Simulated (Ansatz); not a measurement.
# C2H5FGe: from a rough start to a minimum

Aim: relax C2H5FGe from a cheap starting geometry, then compute its harmonic vibrations to see whether it is a minimum and to get the zero-point energy and entropy, and look at its orbitals and charge.

Program: Ansatz 0.2.0, Gaussian basis. Level of theory: RKS PBE0-D4/def2-TZVP. These are calculated values, not measurements.

Plan: relaxation at PBE-D4/def2-SVP; relaxation at PBE0-D4/def2-TZVP; harmonic vibrations at the same level; a single point in def2-TZVPP for the fields.

## (1) Where the work starts

SMILES `C[CH2][Ge][F]`, 9 atoms, charge 0, spin multiplicity 1.

Atoms are counted from 1 here; the program's logs count them from 0.

Bond lengths: C1–C2 1.466 Å, C1–H5 1.136 Å, C1–H6 1.173 Å, C1–H7 1.129 Å, C2–Ge3 1.932 Å, C2–H8 1.066 Å, C2–H9 1.157 Å, Ge3–F4 1.709 Å. Angles: C2–C1–H5 113.4°, C2–C1–H6 110.5°, C2–C1–H7 113.3°, H5–C1–H6 105.0°, H5–C1–H7 108.9°, H6–C1–H7 105.0°, C1–C2–Ge3 108.5°, C1–C2–H8 111.5°, C1–C2–H9 110.1°, Ge3–C2–H8 108.3°, Ge3–C2–H9 110.2°, H8–C2–H9 108.2°, C2–Ge3–F4 113.4°.

The start is a force-field geometry with small random shifts, so a cheaper pass at PBE-D4/def2-SVP comes first.

## (2) Optimising with PBE-D4/def2-SVP (cheap first pass)

Contents of in.yaml:

```yaml
crystal:
  periodic: [false, false, false]
  atoms:
    - {symbol: C, position_ang: [-0.431000, 0.772200, -0.247600]}
    - {symbol: C, position_ang: [0.076700, -0.210500, 0.715200]}
    - {symbol: Ge, position_ang: [1.497400, -1.214300, -0.124500]}
    - {symbol: F, position_ang: [0.996300, -2.059400, -1.522900]}
    - {symbol: H, position_ang: [-0.880600, 0.301300, -1.178400]}
    - {symbol: H, position_ang: [-1.300800, 1.399900, 0.226000]}
    - {symbol: H, position_ang: [0.342100, 1.532800, -0.560200]}
    - {symbol: H, position_ang: [-0.683900, -0.894500, 1.014000]}
    - {symbol: H, position_ang: [0.472300, 0.326200, 1.661100]}
basis:
  gaussian: {orbitals: def2-SVP}
hamiltonian: {xc: pbe, dispersion: d4}
relax: {f_tol: 0.03, max_steps: 200}
```

Started as:

```
$ ansatz run in.yaml --threads 4 --pin off --events-out ev --progress --plain --max-ram 10444MiB
```

Log, shortened:

```text
Functional definition: PBE
  name "PBE"
  cite "Perdew, Burke & Ernzerhof, Phys. Rev. Lett. 77, 3865 (1996) doi:10.1103/PhysRevLett.77.3865"
  parent pbe
[...]
1105 factors; their error is unknown
[...]
mean field -61365.48920315 eV, -2255.1401331931 hartree, gradient 5.1e-5 eV, S^2 0.000000; 0 other end points of the search recorded, 0 dependent functions left out
[...]
reference -61365.48923422 eV, -2255.1401343352 hartree; 29, 29 occupied and 70, 70 virtual orbitals, 1105 factors
relax step   1: F+E_penalty+E_count = -61365.65521719 eV  Δ(F+E_penalty+E_count) = +0.000e0 eV  max|allowed force component| = 3.418e0 eV/Å  Δτ_max = 0.0000 Å  (27 SCF iters, accepted)
[...]
relax step   4: F+E_penalty+E_count = -61366.30920620 eV  Δ(F+E_penalty+E_count) = -1.027e-2 eV  max|allowed force component| = 1.959e-1 eV/Å  Δτ_max = 0.0718 Å  (31 SCF iters, accepted)
[...]
relax step   7: F+E_penalty+E_count = -61366.32843261 eV  Δ(F+E_penalty+E_count) = -6.900e-3 eV  max|allowed force component| = 2.359e-1 eV/Å  Δτ_max = 0.0532 Å  (30 SCF iters, accepted)
[...]
relax step  10: F+E_penalty+E_count = -61366.33776197 eV  Δ(F+E_penalty+E_count) = -1.930e-3 eV  max|allowed force component| = 1.035e-1 eV/Å  Δτ_max = 0.0635 Å  (30 SCF iters, accepted)
[...]
relax step  11: F+E_penalty+E_count = -61366.33809854 eV  Δ(F+E_penalty+E_count) = -3.366e-4 eV  max|allowed force component| = 6.340e-2 eV/Å  Δτ_max = 0.0335 Å  (30 SCF iters, accepted)
[...]
relax step  12: F+E_penalty+E_count = -61366.33842578 eV  Δ(F+E_penalty+E_count) = -3.272e-4 eV  max|allowed force component| = 1.859e-2 eV/Å  Δτ_max = 0.0300 Å  (30 SCF iters, accepted)
1105 factors; their error is unknown
mean field -61366.17215476 eV, -2255.1652312019 hartree, gradient 1.8e-5 eV, S^2 0.000000; 1 other end points of the search recorded, 0 dependent functions left out
[...]
reference -61366.17218601 eV, -2255.1652323502 hartree; 29, 29 occupied and 70, 70 virtual orbitals, 1105 factors
Total energy: -61366.33845703 eV, -2255.1713426978 hartree
Atom 0 at    -0.483970     0.740201    -0.292822 Å, force     0.003599    -0.014670    -0.008293 eV/Å
Atom 1 at     0.116550    -0.210513     0.743986 Å, force    -0.006479     0.011466    -0.003571 eV/Å
Atom 2 at     1.443891    -1.578834     0.086178 Å, force    -0.009424     0.010482     0.016424 eV/Å
Atom 3 at     1.012396    -1.454199    -1.645036 Å, force     0.002835    -0.003910    -0.018587 eV/Å
Atom 4 at    -0.878651     0.181788    -1.164557 Å, force    -0.004519     0.004235    -0.000237 eV/Å
Atom 5 at    -1.308886     1.354126     0.126633 Å, force     0.006067    -0.002328     0.001624 eV/Å
Atom 6 at     0.279621     1.441496    -0.687618 Å, force    -0.001497     0.002457     0.003042 eV/Å
Atom 7 at    -0.674391    -0.848542     1.214680 Å, force     0.005102    -0.001577     0.003338 eV/Å
Atom 8 at     0.581939     0.328177     1.601256 Å, force     0.004317    -0.006154     0.006261 eV/Å
Dipole moment:    -0.032261     0.087754     0.361967 e Å
```

Run time: 11 s. Hardware: 4 threads of Arm Neoverse V2, shared host.

Step by step: (the energy doesn't fall at every step)

| step | energy from step 1 (eV) | largest force component (eV/Å) |
| --- | --- | --- |
| 1 | 0.0000 | 3.4177 |
| 2 | -0.6006 | 0.8998 |
| 3 | -0.6437 | 0.3027 |
| 4 | -0.6540 | 0.1959 |
| 5 | -0.6599 | 0.1957 |
| 6 | -0.6663 | 0.3061 |
| 7 | -0.6732 | 0.2359 |
| 8 | -0.6806 | 0.1238 |
| 9 | -0.6747 | 0.2639 |
| 10 | -0.6825 | 0.1035 |
| 11 | -0.6829 | 0.0634 |
| 12 | -0.6832 | 0.0186 |

Distances of close pairs at the start and the end, largest changes first:

| bond | before (Å) | after (Å) | change (Å) |
| --- | --- | --- | --- |
| C2–Ge3 | 1.932 | 2.017 | +0.085 |
| Ge3–F4 | 1.709 | 1.789 | +0.079 |
| C1–C2 | 1.466 | 1.530 | +0.063 |
| C1–H6 | 1.173 | 1.111 | -0.062 |
| C2–H8 | 1.066 | 1.120 | +0.054 |
| C2–H9 | 1.157 | 1.114 | -0.043 |
| C1–H5 | 1.136 | 1.108 | -0.028 |
| C1–H7 | 1.129 | 1.109 | -0.019 |

## (3) Optimising with PBE0-D4/def2-TZVP

Contents of in.yaml:

```yaml
crystal:
  periodic: [false, false, false]
  atoms:
    - {symbol: C, position_ang: [-0.483970, 0.740201, -0.292822]}
    - {symbol: C, position_ang: [0.116550, -0.210513, 0.743986]}
    - {symbol: Ge, position_ang: [1.443891, -1.578834, 0.086178]}
    - {symbol: F, position_ang: [1.012396, -1.454199, -1.645036]}
    - {symbol: H, position_ang: [-0.878651, 0.181788, -1.164557]}
    - {symbol: H, position_ang: [-1.308886, 1.354126, 0.126633]}
    - {symbol: H, position_ang: [0.279621, 1.441496, -0.687618]}
    - {symbol: H, position_ang: [-0.674391, -0.848542, 1.214680]}
    - {symbol: H, position_ang: [0.581939, 0.328177, 1.601256]}
basis:
  gaussian: {orbitals: def2-TZVP}
hamiltonian: {xc: pbe0, dispersion: d4}
relax: {f_tol: 0.005, max_steps: 150}
```

Same command.

Log, shortened:

```text
Functional definition: PBE0
  name "PBE0"
  cite "Adamo & Barone, J. Chem. Phys. 110, 6158 (1999) doi:10.1063/1.478522"
  cite "Perdew, Burke & Ernzerhof, Phys. Rev. Lett. 77, 3865 (1996) doi:10.1103/PhysRevLett.77.3865"
  parent pbe
[...]
1137 factors; their error is unknown
[...]
mean field -61380.80451056 eV, -2255.7029603596 hartree, gradient 6.6e-5 eV, S^2 0.000000; 0 other end points of the search recorded, 0 dependent functions left out
[...]
reference -61380.80453740 eV, -2255.7029613460 hartree; 29, 29 occupied and 142, 142 virtual orbitals, 1137 factors
relax step   1: F+E_penalty+E_count = -61380.94385357 eV  Δ(F+E_penalty+E_count) = +0.000e0 eV  max|allowed force component| = 4.680e-1 eV/Å  Δτ_max = 0.0000 Å  (28 SCF iters, accepted)
[...]
Total energy: -61380.98047581 eV, -2255.7094269631 hartree
Atom 0 at    -0.476656     0.751475    -0.289448 Å, force     0.000166     0.000845    -0.001227 eV/Å
Atom 1 at     0.121224    -0.209708     0.727225 Å, force    -0.000612    -0.001216     0.002835 eV/Å
Atom 2 at     1.491887    -1.500762     0.080657 Å, force    -0.001584     0.000561    -0.004781 eV/Å
Atom 3 at     0.954187    -1.547994    -1.602365 Å, force     0.001569    -0.000323     0.003968 eV/Å
Atom 4 at    -0.868504     0.215658    -1.155193 Å, force     0.000359     0.000992     0.001561 eV/Å
Atom 5 at    -1.290395     1.341238     0.141784 Å, force     0.001471    -0.000787    -0.000836 eV/Å
Atom 6 at     0.272693     1.454917    -0.661025 Å, force    -0.001534    -0.000947     0.000293 eV/Å
Atom 7 at    -0.658834    -0.866294     1.147843 Å, force     0.000640     0.000857    -0.001039 eV/Å
Atom 8 at     0.542897     0.315170     1.593222 Å, force    -0.000475     0.000017    -0.000775 eV/Å
Dipole moment:    -0.023546     0.137369     0.412310 e Å
```

It took 34 s on 4 threads of Arm Neoverse V2, shared host; peak memory 0.42 GiB.

Along the way:

| step | energy from step 1 (eV) | largest force component (eV/Å) |
| --- | --- | --- |
| 1 | 0.0000 | 0.4680 |
| 2 | -0.0311 | 0.2899 |
| 3 | -0.0333 | 0.1263 |
| 4 | -0.0362 | 0.0571 |
| 5 | -0.0363 | 0.0180 |
| 6 | -0.0364 | 0.0129 |
| 7 | -0.0365 | 0.0132 |
| 8 | -0.0365 | 0.0054 |
| 9 | -0.0365 | 0.0060 |
| 10 | -0.0365 | 0.0373 |
| 11 | -0.0365 | 0.0199 |
| 12 | -0.0366 | 0.0058 |
| 13 | -0.0366 | 0.0051 |
| 14 | -0.0366 | 0.0171 |
| 15 | -0.0366 | 0.0048 |

Distances of close pairs at the start and the end, largest changes first:

| bond | before (Å) | after (Å) | change (Å) |
| --- | --- | --- | --- |
| C2–Ge3 | 2.017 | 1.991 | -0.026 |
| Ge3–F4 | 1.789 | 1.767 | -0.021 |
| C2–H9 | 1.114 | 1.097 | -0.017 |
| C1–H5 | 1.108 | 1.091 | -0.017 |
| C2–H8 | 1.120 | 1.103 | -0.017 |
| C1–H6 | 1.111 | 1.094 | -0.017 |
| C1–H7 | 1.109 | 1.093 | -0.016 |
| C1–C2 | 1.530 | 1.521 | -0.008 |

Mulliken charges at the end point, from the run's report:

| atom | value (e) |
| --- | --- |
| C1 | -0.36 |
| C2 | -0.38 |
| Ge3 | 0.49 |
| F4 | -0.39 |
| H5 | 0.14 |
| H6 | 0.12 |
| H7 | 0.12 |
| H8 | 0.13 |
| H9 | 0.13 |

## (4) Vibrations by finite differences

Contents of in.yaml:

```yaml
crystal:
  periodic: [false, false, false]
  atoms:
    - {symbol: C, position_ang: [-0.476656, 0.751475, -0.289448]}
    - {symbol: C, position_ang: [0.121224, -0.209708, 0.727225]}
    - {symbol: Ge, position_ang: [1.491887, -1.500762, 0.080657]}
    - {symbol: F, position_ang: [0.954187, -1.547994, -1.602365]}
    - {symbol: H, position_ang: [-0.868504, 0.215658, -1.155193]}
    - {symbol: H, position_ang: [-1.290395, 1.341238, 0.141784]}
    - {symbol: H, position_ang: [0.272693, 1.454917, -0.661025]}
    - {symbol: H, position_ang: [-0.658834, -0.866294, 1.147843]}
    - {symbol: H, position_ang: [0.542897, 0.315170, 1.593222]}
basis:
  gaussian: {orbitals: def2-TZVP}
hamiltonian: {xc: pbe0, dispersion: d4}
phonons: {temperatures: {t_min: 298.15, t_max: 900, t_step: 200}}
```

Same command.

Log, shortened:

```text
Functional definition: PBE0
  name "PBE0"
  cite "Adamo & Barone, J. Chem. Phys. 110, 6158 (1999) doi:10.1063/1.478522"
  cite "Perdew, Burke & Ernzerhof, Phys. Rev. Lett. 77, 3865 (1996) doi:10.1103/PhysRevLett.77.3865"
  parent pbe
[...]
1137 factors; their error is unknown
[...]
mean field -61380.84067112 eV, -2255.7042892355 hartree, gradient 2.1e-5 eV, S^2 0.000000; 0 other end points of the search recorded, 0 dependent functions left out
[...]
reference -61380.84069764 eV, -2255.7042902103 hartree; 29, 29 occupied and 142, 142 virtual orbitals, 1137 factors
[...]
1137 factors; their error is unknown
mean field -61380.84049507 eV, -2255.7042827658 hartree, gradient 3.0e-6 eV, S^2 0.000000; 0 other end points of the search recorded, 0 dependent functions left out
[...]
reference -61380.84052160 eV, -2255.7042837407 hartree; 29, 29 occupied and 142, 142 virtual orbitals, 1137 factors
[...]
Atom 1 at     0.121224    -0.209708     0.727225 Å, force    -0.000618    -0.001198     0.002839 eV/Å
Atom 2 at     1.491887    -1.500762     0.080657 Å, force    -0.001581     0.000507    -0.004870 eV/Å
Atom 3 at     0.954187    -1.547994    -1.602365 Å, force     0.001582    -0.000305     0.004040 eV/Å
Atom 4 at    -0.868504     0.215658    -1.155193 Å, force     0.000395     0.000972     0.001561 eV/Å
Atom 5 at    -1.290395     1.341238     0.141784 Å, force     0.001473    -0.000792    -0.000843 eV/Å
Atom 6 at     0.272693     1.454917    -0.661025 Å, force    -0.001537    -0.000955     0.000290 eV/Å
Atom 7 at    -0.658834    -0.866294     1.147843 Å, force     0.000635     0.000842    -0.001029 eV/Å
Atom 8 at     0.542897     0.315170     1.593222 Å, force    -0.000474     0.000033    -0.000763 eV/Å
Dipole moment:    -0.023547     0.137369     0.412309 e Å
Vibrations: 25.52 169.85 185.84 303.59 495.69 581.22 648.14 908.97 961.94 1047.31 1222.42 1246.93 1405.61 1424.13 1490.34 1496.20 2984.28 3045.74 3055.88 3107.85 3135.06 cm⁻¹, zero-point energy 1.794207 eV
```

It took 87 s on 4 threads of Arm Neoverse V2, shared host; peak memory 0.41 GiB.

Motions are named by where the mode's potential energy lies. Wavenumbers, unscaled:

| mode | cm⁻¹ | motion |
| --- | --- | --- |
| 1 | 26 | torsion |
| 2 | 170 | bend |
| 3 | 186 | torsion |
| 4 | 304 | bend |
| 5 | 496 | Ge–C stretch |
| 6 | 581 | torsion with bend |
| 7 | 648 | Ge–F stretch |
| 8 | 909 | bend |
| 9 | 962 | bend with torsion |
| 10 | 1047 | C–C stretch |
| 11 | 1222 | bend |
| 12 | 1247 | bend |
| 13 | 1406 | bend |
| 14 | 1424 | bend |
| 15 | 1490 | bend |
| 16 | 1496 | bend |
| 17 | 2984 | C–H stretch |
| 18 | 3046 | C–H stretch |
| 19 | 3056 | C–H stretch |
| 20 | 3108 | C–H stretch |
| 21 | 3135 | C–H stretch |

Ideal gas, rigid rotor and harmonic oscillator at 298.15 K and 1 bar, with symmetry number 1:

| term | value |
| --- | --- |
| zero-point energy | 173.1 kJ/mol |
| H(298) − E | 191.5 kJ/mol |
| entropy, translation | 168.6 J/(mol K) |
| entropy, rotation | 108.7 J/(mol K) |
| entropy, vibration | 59.5 J/(mol K) |
| entropy, total | 336.9 J/(mol K) |

## (5) Orbitals, density and potential

Edit in.yaml of step 4 so:

```diff
@@ -13,4 +13,4 @@
 basis:
-  gaussian: {orbitals: def2-TZVP}
+  gaussian: {orbitals: def2-TZVPP}
 hamiltonian: {xc: pbe0, dispersion: d4}
-phonons: {temperatures: {t_min: 298.15, t_max: 900, t_step: 200}}
+output: {orbitals: {seedname: orbitals}}
```

The command is unchanged.

Log:

```text
Functional definition: PBE0
  name "PBE0"
  cite "Adamo & Barone, J. Chem. Phys. 110, 6158 (1999) doi:10.1063/1.478522"
  cite "Perdew, Burke & Ernzerhof, Phys. Rev. Lett. 77, 3865 (1996) doi:10.1103/PhysRevLett.77.3865"
  parent pbe
  parameter a = 0.25
  parameter kappa = 0.804
  parameter beta = 0.06672455060314922
  exchange = (1 - a)*pbe_x(kappa = kappa, mu = beta*pi^2/3) + a*exact_x
  correlation = pbe_c(beta = beta)
1212 factors; their error is unknown
mean field evaluation 1: about -61370.3006 eV, gradient 7.0e1 eV
mean field evaluation 2: about -61352.7219 eV, gradient 1.1e2 eV
mean field evaluation 4: about -61380.4611 eV, gradient 9.4e0 eV
mean field evaluation 8: about -61380.8856 eV, gradient 4.4e-1 eV
mean field evaluation 16: about -61380.8859 eV, gradient 3.6e-5 eV
mean field -61380.88588829 eV, -2255.7059509360 hartree, gradient 3.6e-5 eV, S^2 0.000000; 0 other end points of the search recorded, 0 dependent functions left out
reference -61380.88591552 eV, -2255.7059519365 hartree; 29, 29 occupied and 182, 182 virtual orbitals, 1212 factors
Total energy: -61381.02568581 eV, -2255.7110883999 hartree
```

It took 1.9 s on 4 threads of Arm Neoverse V2, shared host; peak memory 0.47 GiB.

Orbitals, density, ELF and potential are computed afterwards from the orbital file.

Frontier orbitals at PBE0-D4/def2-TZVPP, with the share of their density that lies nearest to each atom:

| orbital | energy (eV) | lies on |
| --- | --- | --- |
| HOMO-1 | -9.72 | Ge3 19 %; F4 17 %; H5, H9 about 16 % each |
| HOMO | -6.62 | Ge3 53 %; C2 26 %; F4 7 % |
| LUMO | -2.30 | Ge3 77 %; F4 9 %; H8 7 % |

ELF in a plane through or near 4 of the atoms.

Ten even steps from ' ' (0.00) to '@' (0.99):
```
                                                        
                                                        
                                                        
              ....                                      
          ::--====--::      ..::..                      
        ..++##%%%%##++..  ..==**++::                    
        ::**%%++==%%**::  --##%%##==..                  
        ..++##++++%%++..  ==##%%##++--------..          
          ::==****++::    --++==----##%%%%%%**..        
..::======--........::--==**##======@@@@@@@@%%--        
::**%%@@%%==..++**--++%%##++%%%%##**@@@@@@@@%%::        
::##@@@@@@++::====::**%%++**::**++--++##%%%%**          
::##@@@@@@%%++::..::++##++..==**--..  ..::::..          
  ==@@@@@@@@%%**==::::--==##%%##==..                    
  ..**%%@@@@%%++::    ..::++****==::                    
    ..--++**++::        ..--====--..                    
          ..                ....                        
                                                        
                                                        
                                                        
```
The map spans 9.3 Å across and 8.4 Å up, centred on the molecule. Atoms in the plane (x, y in Å): C1 (0.9, 0.4), C2 (-0.1, -0.8), F4 (-2.0, 1.3), H6 (1.9, 0.1).

log10 of the density (e/Å³) in the same plane.

Ten even steps from ' ' (-4.0) to '@' (1.5):
```
                                                        
                                                        
          ....::::::....      ....                      
      ..::------==----::::::::::::::....                
    ..::--==++++++++==--------------::::....            
    ::--==++**######++++======++++====--::::..          
  ..::--==**##@@@@%%**++==++++****++++==----::..        
..::----==**##@@@@%%**++++++**####****++++==--::..      
::::--====****######**++++**##%%%%%%##****====::....    
::--====++****######********##%%@@%%####**++==--::..    
::--==++++**##@@@@%%##################****++==::....    
::--==++++**##@@%%%%######@@%%##****++++++==--::..      
::--====++************########****++======--::..        
::::--====++++++++++++****####**++==----::::..          
..::----==============++++****++++==--::..              
  ..::::----------------==========--::....              
    ....::::::::::::::::----------::....                
          ................::::::....                    
                            ..                          
                                                        
```
The map spans 9.3 Å across and 8.4 Å up, centred on the molecule. Atoms in the plane (x, y in Å): C1 (0.9, 0.4), C2 (-0.1, -0.8), F4 (-2.0, 1.3), H6 (1.9, 0.1).

On the surface of density 0.002 e/bohr³ the electrostatic potential runs, from the 1st to the 99th percentile, from -1.33 V near F4 to 2.25 V near Ge3.

## (6) What came out

```
                  quantity            value
               point group               C1
                     steps          12 + 15
shift from the start (rms)          0.227 Å
              total energy   -61380.9805 eV
           dispersion term         -140 meV
             dipole moment           2.09 D
lowest, highest wavenumber    26, 3135 cm⁻¹
         zero-point energy     173.1 kJ/mol
       entropy at 298.15 K  336.9 J/(mol K)
                HOMO, LUMO  -6.62, -2.30 eV
```

**Reading.** The relaxed geometry lies 0.23 Å (rms) from the start; the bond that changed most is C1–H6, from 1.173 to 1.094 Å. All wavenumbers are real, so the end point is a minimum. The stiffest mode, 3135 cm⁻¹, is a C–H stretch, and 3 modes under 200 cm⁻¹ make the vibrational entropy uncertain. Harmonic hybrid wavenumbers usually lie a few per cent above measured fundamentals. The largest Mulliken charge, +0.49 e, sits on Ge3. The HOMO lies mostly on Ge3 53 %; C2 26 % and the LUMO on Ge3 77 %; F4 9 %.
